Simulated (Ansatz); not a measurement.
# GaSbTe4: the cost of one run

Program: Ansatz 0.2.0. Level of theory: DFT PBE, scalar-relativistic, plane waves, PAW. These are calculated values, not measurements.

### 1 The starting structure

Symmetry: F-43m, No. 216, cubic system. The conventional cell has a = 9.027 Å, b = 9.027 Å, c = 9.027 Å, α = 90.00°, β = 90.00°, γ = 90.00°. Around Ga (site symmetry -43m) lie 12 Te at 3.74 Å and 4 Sb at 3.91 Å. Sb (site symmetry -43m) is surrounded by 12 Te at 3.74 Å and 4 Ga at 3.91 Å. Te (site symmetry 3m) is surrounded by 6 Te at 3.18 to 3.20 Å and 3 Sb at 3.74 Å and 3 Ga at 3.74 Å.

Structure file:

```
CELL_PARAMETERS angstrom
0.00000 4.51367 4.51367
4.51367 0.00000 4.51367
4.51367 4.51367 0.00000
ATOMIC_POSITIONS crystal
Ga 0.75000 0.75000 0.75000
Sb 0.50000 0.50000 0.50000
Te 0.62379 0.12540 0.12540
Te 0.12540 0.62379 0.12540
Te 0.12540 0.12540 0.62379
Te 0.12540 0.12540 0.12540
```

Recipe of the guess: species swapped into a database cell of ScNi4Au (F-43m, No. 216), with Ga on the Sc sites, Te on the Ni sites and Sb on the Au sites. Its size is a rough estimate.

### 2 A first look at the guess

Input file input.yaml:

```yaml
crystal:
  lattice:
    - [0.0, 4.51367478, 4.51367478]
    - [4.51367478, 0.0, 4.51367478]
    - [4.51367478, 4.51367478, 0.0]
  atoms:
    - { symbol: Ga, position: [0.75, 0.75, 0.75] }
    - { symbol: Sb, position: [0.5, 0.5, 0.5] }
    - { symbol: Te, position: [0.62379314, 0.12540229, 0.12540229] }
    - { symbol: Te, position: [0.12540229, 0.62379314, 0.12540229] }
    - { symbol: Te, position: [0.12540229, 0.12540229, 0.62379314] }
    - { symbol: Te, position: [0.12540229, 0.12540229, 0.12540229] }
basis:
  ecutwfc: 420
kpoints:
  mp_grid: { grid: [4, 4, 4] }
hamiltonian:
  xc: pbe
scf:
  occupations: { method: gaussian, width: 0.1 }
  lower_state_search: "off"
output:
  forces: true
  stress: true
  eigenvalues: true
```

Started as:

```
$ ansatz run input.yaml --threads 1 --pin off --max-ram 2560MiB --backend cpu --events-out ev --progress --plain --runs-dir out
```

Q: Estimate wall time and peak memory on 1 thread of Intel Xeon Platinum 8488C (Sapphire Rapids), shared host.

About 5.7 s, with a peak of 0.49 GiB.
